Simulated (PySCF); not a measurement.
# InH: from the state search to spectroscopic constants

One table from this session's results is given with a row withheld; the runs are named, their logs left out.

Computed with PySCF 2.14.0. Level: In def2-TZVP with ECP28, H def2-TZVP, scalar-relativistic core potentials.

The first run:

A driver script around PySCF takes these settings:

- atoms: In, H
- charge: 0
- basis: In def2-TZVP with ECP28, H def2-TZVP
- Hamiltonian: scalar-relativistic core potentials
- basis functions: 56
- electrons treated: 22
- masses in u: 114.9039, 1.0078
- levels: PBE0, PBE, r²SCAN, BLYP, M06-2X, B3LYP, LC-ωPBE, HF, MP2, SCS-MP2, CCSD, CCSD(T)
- grid: 80 radial by 434 angular points
- occupations: held fixed by the projection of orbital angular momentum
- dissociation limit: In + H, each in its ground configuration
- starting distance in angstrom: 1.710
- values of 2S to try: 0, 2

On the command line:

```sh
> OMP_NUM_THREADS=1 python dia.py task.json out
```

Steps of the session up to this table: The job; First curve: PBE0; Other states along the same grid; PBE (GGA); r²SCAN; BLYP (GGA); M06-2X; B3LYP (global hybrid GGA); LC-ωPBE; RHF; Correlated methods on the Hartree–Fock reference.

One of the session's tables, all rows but one given; the rest of the session is left out.

Energy (eV) from each level's lowest point:

| R (Å) | RHF | RHF-MP2 | RHF-SCS-MP2 | RHF-CCSD | RHF-CCSD(T) |
| --- | --- | --- | --- | --- | --- |
| 1.593 | 0.379 | 0.322 | 0.339 | n/a | n/a |
| 1.667 | 0.169 | 0.132 | 0.143 | 0.147 | 0.149 |
| 1.741 | 0.051 | 0.030 | 0.037 | 0.040 | 0.041 |
| 1.796 | 0.010 | 0.000 | 0.003 | 0.005 | 0.006 |
| 1.852 | 0.000 | 0.000 | 0.000 | 0.000 | 0.000 |
| 1.908 | 0.016 | 0.025 | 0.022 | 0.020 | 0.019 |
| 1.982 | 0.069 | 0.088 | 0.081 | 0.076 | 0.073 |
| 2.074 | ? | ? | ? | ? | ? |
| 2.185 | 0.336 | 0.374 | 0.358 | 0.340 | 0.331 |
| 2.333 | 0.591 | 0.637 | 0.614 | n/a | n/a |

**Question.** Estimate the row for R (Å) = 2.074.

Worked estimate for «RHF». A straight line through the neighbours (1.982, 0.069) and (2.185, 0.336) gives 0.069 + (0.336 − 0.069) × (2.074 − 1.982) / (2.185 − 1.982) = 0.190; a parabola fitted to 4 rows on both sides gives 0.177.

**Answer.** RHF: 0.173; RHF-MP2: 0.202; RHF-SCS-MP2: 0.191; RHF-CCSD: 0.181; RHF-CCSD(T): 0.175. In «RHF» the line misses by +0.017 and the parabola by +0.004.

Caveats from the session: Lowest PBE0 solution found, without spin–orbit coupling: ¹Σ⁺ (singlet), closed shell. Warnings in the runs' records: inverted.
